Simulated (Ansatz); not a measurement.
# AsNH6 (SMILES N.[AsH3]): molecular dynamics

The task is to watch the atoms for 60 steps of 0.5 fs, started with velocities for 100 K and run at constant energy.

Computed with Ansatz 0.2.0, Gaussian basis. Level: PBE0-D4/def2-SVP.

### Step 1. The starting structure

The start, a pair relaxed at PBE0-D4: SMILES `N.[AsH3]`, 8 atoms, charge 0, spin multiplicity 1.

Atoms are counted from 1 here; the program's logs count them from 0.

Bond lengths: N1–H2 1.013 Å, N1–H3 1.013 Å, N1–H4 1.013 Å, As5–H6 1.518 Å, As5–H7 1.518 Å, As5–H8 1.531 Å. Angles: H2–N1–H3 107.2°, H2–N1–H4 107.1°, H3–N1–H4 107.3°, H6–As5–H7 92.6°, H6–As5–H8 92.1°, H7–As5–H8 92.1°.

As a file:

```mol
AsH6N
  3D, bonds by distance, orders not assigned

  8  6  0  0  0  0  0  0  0  0999 V2000
    0.0678    0.1069   -1.5736 N   0  0
    0.7709   -0.5127   -1.9571 H   0  0
   -0.8053   -0.1045   -2.0412 H   0  0
    0.3276    1.0502   -1.8341 H   0  0
    0.3330    0.2858    1.6412 As  0  0
   -1.1527    0.3737    1.3409 H   0  0
    0.3854   -1.1933    1.3026 H   0  0
    0.0732   -0.0061    3.1214 H   0  0
  1  2  8  0
  1  3  8  0
  1  4  8  0
  5  6  8  0
  5  7  8  0
  5  8  8  0
M  END
```

### Step 2. Dynamics

md/in.yaml

```yaml
crystal:
  periodic: [false, false, false]
  atoms:
    - {symbol: N, position_ang: [0.067787, 0.106863, -1.573633]}
    - {symbol: H, position_ang: [0.770932, -0.512739, -1.957113]}
    - {symbol: H, position_ang: [-0.805313, -0.104536, -2.041157]}
    - {symbol: H, position_ang: [0.327623, 1.050250, -1.834136]}
    - {symbol: As, position_ang: [0.333019, 0.285795, 1.641216]}
    - {symbol: H, position_ang: [-1.152692, 0.373665, 1.340880]}
    - {symbol: H, position_ang: [0.385425, -1.193341, 1.302561]}
    - {symbol: H, position_ang: [0.073219, -0.006057, 3.121382]}
basis:
  gaussian: {orbitals: def2-SVP}
hamiltonian: {xc: pbe0, dispersion: d4}
md: {n_steps: 60, timestep: 0.5, temperature: 100, ensemble: nve, seed: 486, initial_velocities: maxwell_boltzmann}
```

Run with:

```sh
$ ansatz run in.yaml --threads 4 --pin off --events-out ev --progress --plain --max-ram 9574MiB
```

What it wrote:

```text
Functional definition: PBE0
  name "PBE0"
  cite "Adamo & Barone, J. Chem. Phys. 110, 6158 (1999) doi:10.1063/1.478522"
  cite "Perdew, Burke & Ernzerhof, Phys. Rev. Lett. 77, 3865 (1996) doi:10.1103/PhysRevLett.77.3865"
  parent pbe
  parameter a = 0.25
  parameter kappa = 0.804
  parameter beta = 0.06672455060314922
  exchange = (1 - a)*pbe_x(kappa = kappa, mu = beta*pi^2/3) + a*exact_x
  correlation = pbe_c(beta = beta)
825 factors; integrals over basis functions are off by at most 4.0e-4 eV
mean field evaluation 1: about -62406.4743 eV, gradient 4.7e1 eV
mean field evaluation 2: about -62403.4637 eV, gradient 5.8e1 eV
mean field evaluation 4: about -62410.7481 eV, gradient 4.7e-1 eV
mean field evaluation 8: about -62410.7585 eV, gradient 4.0e-2 eV
mean field -62410.75845605 eV, -2293.5530697282 hartree, gradient 2.7e-5 eV, S^2 0.000000; 0 other end points of the search recorded, 0 dependent functions left out
the calculation of the forces begins
reference -62410.75848025 eV, -2293.5530706178 hartree; 23, 23 occupied and 53, 53 virtual orbitals, 825 factors
md step     0: t =     0.00 fs  T =   100.0 K  F+E_penalty+E_count = -62410.83169806 eV  E_kin = 0.077556 eV  conserved = -62410.75414206 eV  (23 SCF iters)
these checks for a lower state are left out or cut short: starts, cluster_reference, orbital_swaps, neighbouring_geometries, increment
825 factors; integrals over basis functions are off by at most 4.1e-4 eV
mean field evaluation 16: about -62410.7463 eV, gradient 5.8e-1 eV
mean field -62410.75672973 eV, -2293.5530062872 hartree, gradient 1.5e-5 eV, S^2 0.000000; 0 other end points of the search recorded, 0 dependent functions left out
the calculation of the forces begins
reference -62410.75675395 eV, -2293.5530071775 hartree; 23, 23 occupied and 53, 53 virtual orbitals, 825 factors
md step     1: t =     0.50 fs  T =    97.8 K  F+E_penalty+E_count = -62410.82996838 eV  E_kin = 0.075873 eV  conserved = -62410.75409513 eV  (21 SCF iters)
these checks for a lower state are left out or cut short: starts, cluster_reference, orbital_swaps, neighbouring_geometries, increment
825 factors; integrals over basis functions are off by at most 4.3e-4 eV
mean field -62410.75137360 eV, -2293.5528094533 hartree, gradient 1.3e-5 eV, S^2 0.000000; 0 other end points of the search recorded, 0 dependent functions left out
the calculation of the forces begins
reference -62410.75139786 eV, -2293.5528103446 hartree; 23, 23 occupied and 53, 53 virtual orbitals, 825 factors
md step     2: t =     1.00 fs  T =    91.1 K  F+E_penalty+E_count = -62410.82460382 eV  E_kin = 0.070631 eV  conserved = -62410.75397316 eV  (21 SCF iters)
[... from here on, the SCF cycles and remarks between the steps are left out ...]
md step     3: t =     1.50 fs  T =    82.0 K  F+E_penalty+E_count = -62410.81745934 eV  E_kin = 0.063626 eV  conserved = -62410.75383351 eV  (21 SCF iters)
md step     4: t =     2.00 fs  T =    73.4 K  F+E_penalty+E_count = -62410.81069405 eV  E_kin = 0.056964 eV  conserved = -62410.75372997 eV  (22 SCF iters)
md step     5: t =     2.50 fs  T =    67.4 K  F+E_penalty+E_count = -62410.80593122 eV  E_kin = 0.052240 eV  conserved = -62410.75369144 eV  (21 SCF iters)
md step     6: t =     3.00 fs  T =    64.6 K  F+E_penalty+E_count = -62410.80379577 eV  E_kin = 0.050080 eV  conserved = -62410.75371615 eV  (22 SCF iters)
md step     7: t =     3.50 fs  T =    64.6 K  F+E_penalty+E_count = -62410.80391881 eV  E_kin = 0.050137 eV  conserved = -62410.75378197 eV  (22 SCF iters)
md step     8: t =     4.00 fs  T =    66.3 K  F+E_penalty+E_count = -62410.80527894 eV  E_kin = 0.051421 eV  conserved = -62410.75385818 eV  (22 SCF iters)
md step     9: t =     4.50 fs  T =    68.0 K  F+E_penalty+E_count = -62410.80669127 eV  E_kin = 0.052776 eV  conserved = -62410.75391494 eV  (22 SCF iters)
md step    10: t =     5.00 fs  T =    68.8 K  F+E_penalty+E_count = -62410.80728667 eV  E_kin = 0.053357 eV  conserved = -62410.75392977 eV  (22 SCF iters)
md step    11: t =     5.50 fs  T =    68.3 K  F+E_penalty+E_count = -62410.80686497 eV  E_kin = 0.052970 eV  conserved = -62410.75389498 eV  (21 SCF iters)
md step    12: t =     6.00 fs  T =    67.3 K  F+E_penalty+E_count = -62410.80600088 eV  E_kin = 0.052176 eV  conserved = -62410.75382529 eV  (21 SCF iters)
md step    13: t =     6.50 fs  T =    67.1 K  F+E_penalty+E_count = -62410.80579162 eV  E_kin = 0.052033 eV  conserved = -62410.75375878 eV  (22 SCF iters)
md step    14: t =     7.00 fs  T =    69.0 K  F+E_penalty+E_count = -62410.80725653 eV  E_kin = 0.053515 eV  conserved = -62410.75374160 eV  (21 SCF iters)
md step    15: t =     7.50 fs  T =    73.3 K  F+E_penalty+E_count = -62410.81063905 eV  E_kin = 0.056841 eV  conserved = -62410.75379835 eV  (21 SCF iters)
md step    16: t =     8.00 fs  T =    78.8 K  F+E_penalty+E_count = -62410.81504558 eV  E_kin = 0.061135 eV  conserved = -62410.75391063 eV  (21 SCF iters)
md step    17: t =     8.50 fs  T =    83.4 K  F+E_penalty+E_count = -62410.81873682 eV  E_kin = 0.064714 eV  conserved = -62410.75402252 eV  (21 SCF iters)
md step    18: t =     9.00 fs  T =    85.0 K  F+E_penalty+E_count = -62410.81997989 eV  E_kin = 0.065906 eV  conserved = -62410.75407384 eV  (21 SCF iters)
md step    19: t =     9.50 fs  T =    82.4 K  F+E_penalty+E_count = -62410.81796673 eV  E_kin = 0.063930 eV  conserved = -62410.75403629 eV  (21 SCF iters)
md step    20: t =    10.00 fs  T =    76.5 K  F+E_penalty+E_count = -62410.81325215 eV  E_kin = 0.059324 eV  conserved = -62410.75392807 eV  (22 SCF iters)
md step    21: t =    10.50 fs  T =    69.2 K  F+E_penalty+E_count = -62410.80748253 eV  E_kin = 0.053681 eV  conserved = -62410.75380111 eV  (24 SCF iters)
md step    22: t =    11.00 fs  T =    63.1 K  F+E_penalty+E_count = -62410.80261044 eV  E_kin = 0.048900 eV  conserved = -62410.75371044 eV  (21 SCF iters)
md step    23: t =    11.50 fs  T =    59.8 K  F+E_penalty+E_count = -62410.80004649 eV  E_kin = 0.046359 eV  conserved = -62410.75368797 eV  (23 SCF iters)
md step    24: t =    12.00 fs  T =    59.9 K  F+E_penalty+E_count = -62410.80015379 eV  E_kin = 0.046421 eV  conserved = -62410.75373299 eV  (22 SCF iters)
md step    25: t =    12.50 fs  T =    62.4 K  F+E_penalty+E_count = -62410.80224269 eV  E_kin = 0.048423 eV  conserved = -62410.75381973 eV  (22 SCF iters)
md step    26: t =    13.00 fs  T =    65.8 K  F+E_penalty+E_count = -62410.80496192 eV  E_kin = 0.051049 eV  conserved = -62410.75391275 eV  (23 SCF iters)
md step    27: t =    13.50 fs  T =    68.2 K  F+E_penalty+E_count = -62410.80685690 eV  E_kin = 0.052878 eV  conserved = -62410.75397940 eV  (21 SCF iters)
md step    28: t =    14.00 fs  T =    68.2 K  F+E_penalty+E_count = -62410.80689277 eV  E_kin = 0.052896 eV  conserved = -62410.75399726 eV  (21 SCF iters)
md step    29: t =    14.50 fs  T =    65.6 K  F+E_penalty+E_count = -62410.80481313 eV  E_kin = 0.050854 eV  conserved = -62410.75395884 eV  (21 SCF iters)
md step    30: t =    15.00 fs  T =    61.1 K  F+E_penalty+E_count = -62410.80124707 eV  E_kin = 0.047370 eV  conserved = -62410.75387742 eV  (21 SCF iters)
md step    31: t =    15.50 fs  T =    56.3 K  F+E_penalty+E_count = -62410.79748685 eV  E_kin = 0.043700 eV  conserved = -62410.75378716 eV  (22 SCF iters)
md step    32: t =    16.00 fs  T =    53.1 K  F+E_penalty+E_count = -62410.79494132 eV  E_kin = 0.041208 eV  conserved = -62410.75373290 eV  (22 SCF iters)
md step    33: t =    16.50 fs  T =    52.5 K  F+E_penalty+E_count = -62410.79444562 eV  E_kin = 0.040699 eV  conserved = -62410.75374614 eV  (22 SCF iters)
md step    34: t =    17.00 fs  T =    54.1 K  F+E_penalty+E_count = -62410.79578960 eV  E_kin = 0.041967 eV  conserved = -62410.75382246 eV  (22 SCF iters)
md step    35: t =    17.50 fs  T =    56.6 K  F+E_penalty+E_count = -62410.79779708 eV  E_kin = 0.043878 eV  conserved = -62410.75391919 eV  (21 SCF iters)
md step    36: t =    18.00 fs  T =    58.0 K  F+E_penalty+E_count = -62410.79897950 eV  E_kin = 0.044999 eV  conserved = -62410.75398018 eV  (21 SCF iters)
md step    37: t =    18.50 fs  T =    57.3 K  F+E_penalty+E_count = -62410.79839245 eV  E_kin = 0.044423 eV  conserved = -62410.75396994 eV  (21 SCF iters)
md step    38: t =    19.00 fs  T =    54.5 K  F+E_penalty+E_count = -62410.79617269 eV  E_kin = 0.042277 eV  conserved = -62410.75389598 eV  (21 SCF iters)
md step    39: t =    19.50 fs  T =    51.1 K  F+E_penalty+E_count = -62410.79343239 eV  E_kin = 0.039631 eV  conserved = -62410.75380177 eV  (21 SCF iters)
md step    40: t =    20.00 fs  T =    48.8 K  F+E_penalty+E_count = -62410.79160301 eV  E_kin = 0.037863 eV  conserved = -62410.75373963 eV  (20 SCF iters)
md step    41: t =    20.50 fs  T =    48.9 K  F+E_penalty+E_count = -62410.79163630 eV  E_kin = 0.037895 eV  conserved = -62410.75374116 eV  (22 SCF iters)
md step    42: t =    21.00 fs  T =    51.2 K  F+E_penalty+E_count = -62410.79351084 eV  E_kin = 0.039707 eV  conserved = -62410.75380346 eV  (22 SCF iters)
md step    43: t =    21.50 fs  T =    54.6 K  F+E_penalty+E_count = -62410.79626090 eV  E_kin = 0.042365 eV  conserved = -62410.75389624 eV  (22 SCF iters)
md step    44: t =    22.00 fs  T =    57.3 K  F+E_penalty+E_count = -62410.79843270 eV  E_kin = 0.044452 eV  conserved = -62410.75398099 eV  (24 SCF iters)
md step    45: t =    22.50 fs  T =    57.6 K  F+E_penalty+E_count = -62410.79868886 eV  E_kin = 0.044662 eV  conserved = -62410.75402660 eV  (22 SCF iters)
md step    46: t =    23.00 fs  T =    54.5 K  F+E_penalty+E_count = -62410.79630653 eV  E_kin = 0.042289 eV  conserved = -62410.75401731 eV  (21 SCF iters)
md step    47: t =    23.50 fs  T =    48.3 K  F+E_penalty+E_count = -62410.79143748 eV  E_kin = 0.037484 eV  conserved = -62410.75395358 eV  (21 SCF iters)
md step    48: t =    24.00 fs  T =    40.3 K  F+E_penalty+E_count = -62410.78510128 eV  E_kin = 0.031249 eV  conserved = -62410.75385193 eV  (22 SCF iters)
md step    49: t =    24.50 fs  T =    32.5 K  F+E_penalty+E_count = -62410.77891243 eV  E_kin = 0.025168 eV  conserved = -62410.75374431 eV  (22 SCF iters)
md step    50: t =    25.00 fs  T =    26.9 K  F+E_penalty+E_count = -62410.77456497 eV  E_kin = 0.020893 eV  conserved = -62410.75367151 eV  (22 SCF iters)
md step    51: t =    25.50 fs  T =    25.2 K  F+E_penalty+E_count = -62410.77319234 eV  E_kin = 0.019525 eV  conserved = -62410.75366709 eV  (22 SCF iters)
md step    52: t =    26.00 fs  T =    27.2 K  F+E_penalty+E_count = -62410.77485926 eV  E_kin = 0.021122 eV  conserved = -62410.75373678 eV  (22 SCF iters)
md step    53: t =    26.50 fs  T =    31.8 K  F+E_penalty+E_count = -62410.77849014 eV  E_kin = 0.024641 eV  conserved = -62410.75384901 eV  (22 SCF iters)
md step    54: t =    27.00 fs  T =    36.6 K  F+E_penalty+E_count = -62410.78236261 eV  E_kin = 0.028414 eV  conserved = -62410.75394814 eV  (22 SCF iters)
md step    55: t =    27.50 fs  T =    39.9 K  F+E_penalty+E_count = -62410.78495808 eV  E_kin = 0.030972 eV  conserved = -62410.75398562 eV  (22 SCF iters)
md step    56: t =    28.00 fs  T =    40.9 K  F+E_penalty+E_count = -62410.78570165 eV  E_kin = 0.031753 eV  conserved = -62410.75394831 eV  (22 SCF iters)
md step    57: t =    28.50 fs  T =    40.3 K  F+E_penalty+E_count = -62410.78516004 eV  E_kin = 0.031294 eV  conserved = -62410.75386634 eV  (21 SCF iters)
md step    58: t =    29.00 fs  T =    39.7 K  F+E_penalty+E_count = -62410.78458396 eV  E_kin = 0.030790 eV  conserved = -62410.75379383 eV  (21 SCF iters)
md step    59: t =    29.50 fs  T =    40.4 K  F+E_penalty+E_count = -62410.78508227 eV  E_kin = 0.031306 eV  conserved = -62410.75377641 eV  (22 SCF iters)
these checks for a lower state are left out or cut short: starts, cluster_reference, orbital_swaps, neighbouring_geometries, increment
825 factors; integrals over basis functions are off by at most 4.9e-4 eV
mean field -62410.71365870 eV, -2293.5514234562 hartree, gradient 8.8e-6 eV, S^2 0.000000; 0 other end points of the search recorded, 0 dependent functions left out
the calculation of the forces begins
reference -62410.71368269 eV, -2293.5514243377 hartree; 23, 23 occupied and 53, 53 virtual orbitals, 825 factors
825 factors; integrals over basis functions are off by at most 4.9e-4 eV
mean field evaluation 416: about -62410.7136 eV, gradient 1.2e-1 eV
mean field -62410.71365870 eV, -2293.5514234562 hartree, gradient 8.8e-6 eV, S^2 0.000000; 1 other end points of the search recorded, 0 dependent functions left out
the calculation of the forces begins
reference -62410.71368269 eV, -2293.5514243377 hartree; 23, 23 occupied and 53, 53 virtual orbitals, 825 factors
md step    60: t =    30.00 fs  T =    42.7 K  F+E_penalty+E_count = -62410.78692439 eV  E_kin = 0.033099 eV  conserved = -62410.75382511 eV  (24 SCF iters)
Total energy: -62410.78694838 eV, -2293.5541168021 hartree
Atom 0 at     0.103794     0.078197    -1.564737 Å, force    -0.056524     1.141889     0.484084 eV/Å
Atom 1 at     0.711281    -0.450388    -2.164447 Å, force     0.383187    -0.344819    -0.413176 eV/Å
Atom 2 at    -0.844161    -0.068453    -1.889214 Å, force    -0.217993    -0.023498    -0.158594 eV/Å
Atom 3 at     0.321868     1.077757    -1.725594 Å, force    -0.165483    -0.725961     0.064606 eV/Å
Atom 4 at     0.325889     0.289869     1.637916 Å, force     0.256791     0.128053    -0.153116 eV/Å
Atom 5 at    -1.184874     0.444455     1.654250 Å, force    -0.117238    -0.054205    -0.049686 eV/Å
Atom 6 at     0.280234    -1.121240     1.091852 Å, force    -0.033674    -0.076364     0.045949 eV/Å
Atom 7 at     0.344465    -0.179386     3.087242 Å, force    -0.049066    -0.045096     0.179934 eV/Å
Dipole moment:    -0.102204     0.000629    -0.490239 e Å
```

Wall time 42 s (4 threads of Arm Neoverse V1, shared host).

### Step 3. The trajectory

One row in 3 steps:

| time (fs) | T (K) | potential (meV) | potential + kinetic (meV) | As5–H8 (Å) | As5–H6 (Å) | N1–H4 (Å) |
| --- | --- | --- | --- | --- | --- | --- |
| 0.00 | 100 | 0.0 | 0.0 | 1.531 | 1.518 | 1.013 |
| 1.50 | 82 | 14.2 | 0.3 | 1.547 | 1.504 | 1.033 |
| 3.00 | 65 | 27.9 | 0.4 | 1.560 | 1.498 | 1.039 |
| 4.50 | 68 | 25.0 | 0.2 | 1.564 | 1.502 | 1.027 |
| 6.00 | 67 | 25.7 | 0.3 | 1.558 | 1.514 | 1.007 |
| 7.50 | 73 | 21.1 | 0.3 | 1.545 | 1.531 | 0.999 |
| 9.00 | 85 | 11.7 | 0.1 | 1.529 | 1.545 | 1.012 |
| 10.50 | 69 | 24.2 | 0.3 | 1.515 | 1.552 | 1.032 |
| 12.00 | 60 | 31.5 | 0.4 | 1.510 | 1.548 | 1.040 |
| 13.50 | 68 | 24.8 | 0.2 | 1.514 | 1.536 | 1.029 |
| 15.00 | 61 | 30.5 | 0.3 | 1.527 | 1.520 | 1.010 |
| 16.50 | 52 | 37.3 | 0.4 | 1.543 | 1.506 | 1.001 |
| 18.00 | 58 | 32.7 | 0.2 | 1.556 | 1.499 | 1.011 |
| 19.50 | 51 | 38.3 | 0.3 | 1.562 | 1.503 | 1.030 |
| 21.00 | 51 | 38.2 | 0.3 | 1.558 | 1.516 | 1.039 |
| 22.50 | 58 | 33.0 | 0.1 | 1.545 | 1.532 | 1.032 |
| 24.00 | 40 | 46.6 | 0.3 | 1.529 | 1.546 | 1.014 |
| 25.50 | 25 | 58.5 | 0.5 | 1.515 | 1.551 | 1.003 |
| 27.00 | 37 | 49.3 | 0.2 | 1.508 | 1.547 | 1.010 |
| 28.50 | 40 | 46.5 | 0.3 | 1.511 | 1.535 | 1.026 |
| 30.00 | 43 | 44.8 | 0.3 | 1.524 | 1.519 | 1.036 |

Energies count from the start.

Positions (Å) and forces (eV/Å) at 12.00 fs:

```xyz
8

N     0.086    0.092   -1.567   -0.224    0.938   -0.007
H     0.730   -0.491   -2.085    0.414   -0.115   -0.159
H    -0.818   -0.089   -2.000   -0.116    0.061    0.054
H     0.313    1.079   -1.802   -0.100   -0.855    0.137
As    0.331    0.288    1.640   -0.418    0.063   -0.494
H    -1.207    0.392    1.490    0.420    0.025    0.026
H     0.310   -1.163    1.199    0.074   -0.053   -0.026
H     0.200   -0.110    3.091   -0.050   -0.064    0.470
```

Positions (Å) and forces (eV/Å) at 30.00 fs:

```xyz
8

N     0.104    0.078   -1.565   -0.057    1.142    0.484
H     0.711   -0.450   -2.164    0.383   -0.345   -0.413
H    -0.844   -0.068   -1.889   -0.218   -0.023   -0.159
H     0.322    1.078   -1.726   -0.165   -0.726    0.065
As    0.326    0.290    1.638    0.257    0.128   -0.153
H    -1.185    0.444    1.654   -0.117   -0.054   -0.050
H     0.280   -1.121    1.092   -0.034   -0.076    0.046
H     0.344   -0.179    3.087   -0.049   -0.045    0.180
```

### Step 4. What came out

| quantity | value |
| --- | --- |
| length | 60 steps, 30.0 fs |
| temperature at the start | 100 K |
| mean temperature, second half | 46 K |
| lowest and highest potential energy, from the first frame | 0 and 59 meV |
| largest change of potential + kinetic | 0.5 meV |

With no thermostat the total energy should stay fixed; it holds within 0.5 meV, small beside the kinetic energy, so the time step serves. The temperature runs between 25 and 100 K. No bond breaks or forms, judged by distance.
